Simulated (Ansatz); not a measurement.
**SiGeH2 (singlet): from Hartree-Fock to the top rungs at a displaced geometry (v1), cc-pVDZ**

The task here is to estimate one member of a computed series from the others.

The runs use Ansatz 0.2.0, Gaussian basis; cc-pVDZ, core rule «outside noble gas», up to 19 orbitals frozen.

To be run: UHF; CCSD(T) on RHF; CCSD(T) on UHF; BCCD(T) on RHF; CISD; CCSDT(Q) on RHF; CCSDT(Q) on UHF; CASSCF and MRCISD+Q, 10 electrons in 10 orbitals; CASSCF and NEVPT2, 10 electrons in 10 orbitals.

16 further runs of the same task are left out: 4 that didn't finish, 12 set aside as unsound or not needed.

## The geometry

The geometry is a PBE0/def2-TZVP stationary point (not a proven minimum) with its atoms shifted at random (size 0.040 Å). No spin-orbit coupling is included. The filled d shell of Ge may be among the frozen orbitals whatever the setting's name suggests; the logs give the count.

4 atoms, charge 0, spin multiplicity 1.

Atoms are counted from 1 here; the program's logs count them from 0.

Bond lengths: Si1–Ge2 2.266 Å, Si1–H3 1.496 Å, Si1–H4 1.493 Å. Angles: Ge2–Si1–H3 121.8°, Ge2–Si1–H4 122.4°, H3–Si1–H4 115.7°.

The first run:

File in.yaml:

```yaml
crystal:
  periodic: [false, false, false]
  atoms:
    - {symbol: Si, position_ang: [0.000673, 0.011182, 1.586497]}
    - {symbol: Ge, position_ang: [-0.000161, -0.004960, -0.679489]}
    - {symbol: H, position_ang: [0.047803, 1.287393, 2.366447]}
    - {symbol: H, position_ang: [-0.054973, -1.241507, 2.396249]}
basis:
  gaussian: {orbitals: cc-pVDZ}
magnetization: {spin_polarized: true, initial_magnetization: 0}
hamiltonian: {xc: hf}
output: {orbitals: {seedname: orbitals}}
```

The run is started by

```sh
$ ansatz run in.yaml --threads 1 --pin off --events-out ev --progress --plain --max-ram 2393MiB
```

Among the steps run: UHF; CCSD(T) on RHF; CCSD(T) on UHF; BCCD(T) on RHF; CISD; CCSDT(Q) on RHF; CCSDT(Q) on UHF; CASSCF and MRCISD+Q, 10 electrons in 10 orbitals; CASSCF and NEVPT2, 10 electrons in 10 orbitals.

One of the session's tables, all rows but one given; the rest of the session is left out.

```
          method  from RCCSDT(Q) (meV)
             RHF                     ?
             UHF               +5676.5
            RMP2               +1318.4
            CISD                +807.4
           RCCSD                +284.6
        RCCSD(T)                 +54.4
         BCCD(T)                 +54.0
          RCCSDT                 +18.2
       RCCSDT(Q)                     0
  CASSCF valence               +3414.6
  NEVPT2 valence                +946.4
  MRCISD valence                +262.8
MRCISD+Q valence                 +28.5
```

Estimate the missing values for RHF.

As computed: from RCCSDT(Q) (meV): +5851.0. In the column «from RCCSDT(Q) (meV)» it is the highest.

Not comparable, so not listed: CCSD(T) on UHF; CCSDT(Q) on UHF (they don't share determinant, frozen orbitals or solution with the rows shown, or repeat one).

Caveats from the session: The determinant is far from a pure spin state, so its energy mixes those of several spin states (harmless only where they are near-degenerate, as at dissociation). Warnings: restricted reference is unstable; spin contamination.
